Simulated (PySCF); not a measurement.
# CH7GaSi: the cost of one run

Computed with PySCF 2.14.0, with density-fitted response routines of our own, on a single molecule in the gas phase. Atoms count from 0, in the outputs and in this text.

1 further run of the same task is left out (for a known fault of the program).

**1. The molecule as given**

10 atoms, charge 0, multiplicity 1; geometry from: GFN2-xTB. The atoms were then displaced at random by about 0.01 Å, so the start is not that level's minimum.

Bonds of the start (Å): Si0–C1 1.87, C1–Ga2 2.01, Si0–H3 1.45, Si0–H4 1.46, Si0–H5 1.50, C1–H6 1.09, C1–H7 1.08, Ga2–H8 1.61, Ga2–H9 1.60.

**2. Relaxing the molecule at PBE0-D3(BJ)/def2-SVP**

Job settings and geometry (Å):

```
{"job": {"xc": "PBE0", "basis": "def2-SVP", "d3": "d3bj", "grid": 1, "shake": 0.01, "kind": "geom"}, "charge": 0, "multiplicity": 1}
Si    -1.388360     0.387810    -0.125750
C      0.058680    -0.777310    -0.358110
Ga     1.708030     0.062400     0.421480
H     -2.590670    -0.197470    -0.687890
H     -1.607290     0.680010     1.290630
H     -1.131580     1.673920    -0.848290
H      0.240320    -0.992780    -1.416100
H     -0.133400    -1.723910     0.126780
H      1.689820     1.209690     1.545420
H      3.204880    -0.343290     0.030770
```

On the command line:

```
OMP_NUM_THREADS=1 python probes_run.py task.json out
```

The driver reads the jobs from task.json and runs them one after another.

Q: Estimate the wall time and peak memory of this first job on 1 thread of Arm Neoverse V1, shared host.

About 67 s, with a peak of 0.41 GiB.
